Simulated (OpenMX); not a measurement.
Set up this calculation in OpenMX 3.8.5, as the native input.

* Task: band structure
* Functional: PBE
* Potentials or basis: OpenMX 2013 PBE set, Bi8.0-s3p2d2f1, Te7.0-s3p2d2f1, grid cutoff 500 Ry
* k mesh: 7 × 7 × 7
* Occupations: fermi-dirac, width 0.05 eV
* Spin: no spin polarisation
* Mixing scheme: rmm-diisk
* SCF threshold: 1e-08 Ha
* Solver: band
* Max SCF cycles: 100

Bi2Te3 (Tellurobismuthite):

```
Bi Te
1.0
     2.19300    1.26613   10.16567
    -2.19300    1.26613   10.16567
     0.00000   -2.53226   10.16567
Bi Te
2 3
Direct
  0.60000 0.60000 0.60000
  0.40000 0.40000 0.40000
  0.79050 0.79050 0.79050
  0.20950 0.20950 0.20950
  0.00000 0.00000 0.00000
```

The input as run:

Bi2Te3.dat

```
System.CurrrentDirectory             ./
System.Name                          Bi2Te3
DATA.PATH                            ./DFT_DATA13
level.of.stdout                      1
level.of.fileout                     0
Species.Number                       2
<Definition.of.Atomic.Species
  Bi  Bi8.0-s3p2d2f1         Bi_PBE13
  Te  Te7.0-s3p2d2f1         Te_PBE13
Definition.of.Atomic.Species>

Atoms.Number                         5
Atoms.SpeciesAndCoordinates.Unit     FRAC
<Atoms.SpeciesAndCoordinates
    1  Bi    0.6000000000    0.6000000000    0.6000000000   7.500  7.500
    2  Bi    0.4000000000    0.4000000000    0.4000000000   7.500  7.500
    3  Te    0.7905000000    0.7905000000    0.7905000000   8.000  8.000
    4  Te    0.2095000000    0.2095000000    0.2095000000   8.000  8.000
    5  Te    0.0000000000    0.0000000000    0.0000000000   8.000  8.000
Atoms.SpeciesAndCoordinates>

Atoms.UnitVectors.Unit               Ang
<Atoms.UnitVectors
     2.1930000000    1.2661291403   10.1656666667
    -2.1930000000    1.2661291403   10.1656666667
     0.0000000000   -2.5322582807   10.1656666667
Atoms.UnitVectors>

scf.XcType                           GGA-PBE
scf.SpinPolarization                 off
scf.ElectronicTemperature            580.226
scf.energycutoff                     500.0
scf.maxIter                          100
scf.EigenvalueSolver                 band
scf.Kgrid                            7 7 7
scf.Mixing.Type                      rmm-diisk
scf.Init.Mixing.Weight               0.05
scf.Min.Mixing.Weight                0.001
scf.Max.Mixing.Weight                0.3
scf.Mixing.History                   25
scf.Mixing.StartPulay                8
scf.criterion                        1.0e-8
scf.stress.tensor                    on
MD.Type                              nomd
Band.dispersion                      on
Band.Nkpath                          9
<Band.kpath
   10   0.000000  0.000000  0.000000    0.500000  0.000000  0.000000  G L
    6   0.500000  0.000000  0.000000    0.500000  0.177008 -0.177008  L B1
   11   0.822992  0.500000  0.177008    0.500000  0.500000  0.500000  B Z
    4   0.500000  0.500000  0.500000    0.000000  0.000000  0.000000  Z G
   11   0.000000  0.000000  0.000000    0.338504  0.000000 -0.338504  G X
    5   0.661496  0.338504  0.000000    0.500000  0.500000  0.000000  Q F
    4   0.500000  0.500000  0.000000    0.661496  0.661496  0.177008  F P1
    9   0.661496  0.661496  0.177008    0.500000  0.500000  0.500000  P1 Z
    4   0.500000  0.000000  0.000000    0.822992  0.338504  0.338504  L P
Band.kpath>
```

Potentials or basis: OpenMX 2013 PBE set, Bi8.0-s3p2d2f1, Te7.0-s3p2d2f1, grid cutoff 500 Ry.

Command:

```bash
$ openmx Bi2Te3.dat -nt 1 > Bi2Te3.std
```

It gave:

```json
{
  "Pressure": "6.7 GPa",
  "Largest force": "0.539 eV/Å",
  "Band gap on the k mesh": "0.23 eV, direct",
  "Band gap along the path": "0.23 eV, direct",
  "Mulliken charges": "Bi +0.53; Te -0.30, -0.46 e"
}
```

Caveat: Mulliken charges move with the basis; spin-orbit coupling is left out, which as a rule narrows the gap of such compounds by several tenths of an eV; the basis of atomic orbitals isn't converged, which shifts pressures, moduli and gaps.

Run time: 6.6 min on 1 thread of Intel(R) Xeon(R) Platinum 8488C (Sapphire Rapids) (shared host), peak memory 1.1 GiB.
